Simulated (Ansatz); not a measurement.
# Ga3Se in Ansatz: convergence with ecutrho ratio

The system is Ga3Se.

```xyz
4
Lattice="4.4325 0.0000 0.0000 0.0000 4.4325 0.0000 0.0000 0.0000 4.4325" Properties=species:S:1:pos:R:3 pbc="T T T"
Se    0.0000    0.0000    0.0000
Ga    2.2162    2.2162    0.0000
Ga    2.2162    0.0000    2.2162
Ga    0.0000    2.2162    2.2162
```

The cell comes from a database or a generator and needn't be the stable form of this composition.

```yaml
Program: Ansatz 0.2.0
Task: convergence study
Functional: PBE
Potentials_or_basis: Ansatz PAW
Cutoff: 420 eV
Density_cutoff: 1680 eV
k_mesh: 5 × 5 × 5
Occupations: gaussian, width 0.1 eV
Spin: spin-orbit coupling, no magnetisation
```

These are the settings of the first run; the series varies ecutrho ratio, with any setting tied to it.

Hardware: 2 threads of Arm Neoverse V1 (shared host).

```
ecutrho ratio  energy less the tightest run, at zero smearing (meV/atom)  SCF cycles  CPU time (s)  peak memory (GiB)
            4                                                      -0.01           9            12               0.59
            5                                                       0.00           9            12               0.62
            6                                                       0.00           9            13               0.66
            8                                                       0.00           9            13               0.71
           10                                                       0.00           9            13               0.75
           12                                                       0.00           9            14               0.83
```

Against the tightest run, the energy stays within 1 meV/atom from 4 on. The tightest run that finished is the yardstick and may itself not be fully converged.
